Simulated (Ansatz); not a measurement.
**C₃H₅NSe: a ladder of functionals and wavefunction methods**

How much do the methods differ for C₃H₅NSe? The plan is to run it at one geometry with functionals of several rungs and with coupled cluster. The yardstick is the atomisation energy at the CCSD(T) limit.

Program: Ansatz 0.2.0, Gaussian basis. Level of theory: functionals in def2-TZVPP, the program's frozen cores in correlated methods. These are calculated values, not measurements.

Plan: PBE-D4, r2SCAN-D4, PBE0-D4, B3LYP-D4, ωB97X-V, ωB97M-V, B2PLYP; CCSD(T)/def2-TZVPP; MP2/def2-QZVPP; extrapolation to the limit.

### 1 The relaxed structure

An earlier PBE0-D4 in a triple-zeta def2 set relaxation fixed the geometry.

SMILES `[SeH]C1CC=N1`, 10 atoms, charge 0, spin multiplicity 1.

Atoms are counted from 1 here; the program's logs count them from 0.

Bond lengths: Se1–C2 1.946 Å, Se1–H6 1.468 Å, C2–C3 1.546 Å, C2–N5 1.480 Å, C2–H7 1.089 Å, C3–C4 1.495 Å, C3–H8 1.093 Å, C3–H9 1.092 Å, C4–N5 1.281 Å, C4–H10 1.089 Å. Angles: C2–Se1–H6 94.5°, Se1–C2–C3 113.6°, Se1–C2–N5 115.8°, Se1–C2–H7 109.0°, C3–C2–N5 89.4°, C3–C2–H7 115.9°, N5–C2–H7 112.2°, C2–C3–C4 80.4°, C2–C3–H8 115.6°, C2–C3–H9 116.4°, C4–C3–H8 115.4°, C4–C3–H9 117.4°, H8–C3–H9 109.3°, C3–C4–N5 99.9°, C3–C4–H10 133.8°, N5–C4–H10 126.3°, C2–N5–C4 90.3°.

### 2 PBE-D4 (GGA)

The input, in.yaml:

```yaml
crystal:
  periodic: [false, false, false]
  atoms:
    - {symbol: Se, position_ang: [-1.820730, 1.052779, 0.682564]}
    - {symbol: C, position_ang: [-0.511015, 0.067150, -0.367133]}
    - {symbol: C, position_ang: [0.380180, -0.872496, 0.477240]}
    - {symbol: C, position_ang: [1.432026, 0.023371, -0.094778]}
    - {symbol: N, position_ang: [0.694593, 0.825462, -0.768465]}
    - {symbol: H, position_ang: [-2.240779, 1.911364, -0.432157]}
    - {symbol: H, position_ang: [-1.011250, -0.390494, -1.219751]}
    - {symbol: H, position_ang: [0.245136, -0.805611, 1.559454]}
    - {symbol: H, position_ang: [0.397501, -1.922587, 0.179145]}
    - {symbol: H, position_ang: [2.517338, 0.059862, -0.013319]}
basis:
  gaussian: {orbitals: def2-TZVPP}
hamiltonian: {xc: pbe, dispersion: d4}
output: {forces: true, orbitals: {seedname: orbitals}}
```

Launch:

```bash
> ansatz run in.yaml --threads 4 --pin off --events-out ev --progress --plain --max-ram 10444MiB
```

Further steps of the session: r2SCAN-D4 (meta-GGA); PBE0-D4 (hybrid); B3LYP-D4 (hybrid); ωB97X-V (range-separated); ωB97M-V (range-separated); B2PLYP (double hybrid); CCSD(T) in def2-TZVPP; MP2 in def2-QZVPP.

Before running them: what should the planned runs give, taken together? Wanted: atomisation energy, CCSD(T)/CBS; farthest; mean size of error, hybrid; mean size of error, range-separated; gap, smallest and largest; T1 diagnostic; triples share of the correlation energy.

The runs gave:

| quantity | value |
| --- | --- |
| atomisation energy, CCSD(T)/CBS | 918.1 kcal/mol |
| functionals within 9.2 kcal/mol (1.0 %) | r2SCAN-D4, B3LYP-D4, ωB97X-V, ωB97M-V |
| farthest | PBE-D4 (+36.2 kcal/mol) |
| mean size of error, hybrid | 6.2 kcal/mol |
| mean size of error, range-separated | 3.5 kcal/mol |
| gap, smallest and largest | 3.87 eV (PBE-D4), 10.76 eV (ωB97X-V) |
| T1 diagnostic | 0.0105 |
| triples share of the correlation energy | 4.4 % |

In words: PBE-D4 misses by +36.2 kcal/mol. Double hybrids carry the basis error of their MP2 part in triple zeta, and no dispersion term here, so their miss is partly the set-up's. The reference freezes the cores and leaves out relativity and excitations past (T), and its outer-core shells are covered unevenly, so misses under about 9.2 kcal/mol can't be ranked. All levels share the lack of spin-orbit coupling, which lowers the free heavy atoms and so the true binding. Hartree-Fock recovers 68 % of the binding; the rest is correlation. The gap grows from 3.9 to 10.8 eV across the functionals, mostly with the share of exact exchange. Correlated methods include outer-core shells of Se, which these sets cover unevenly.
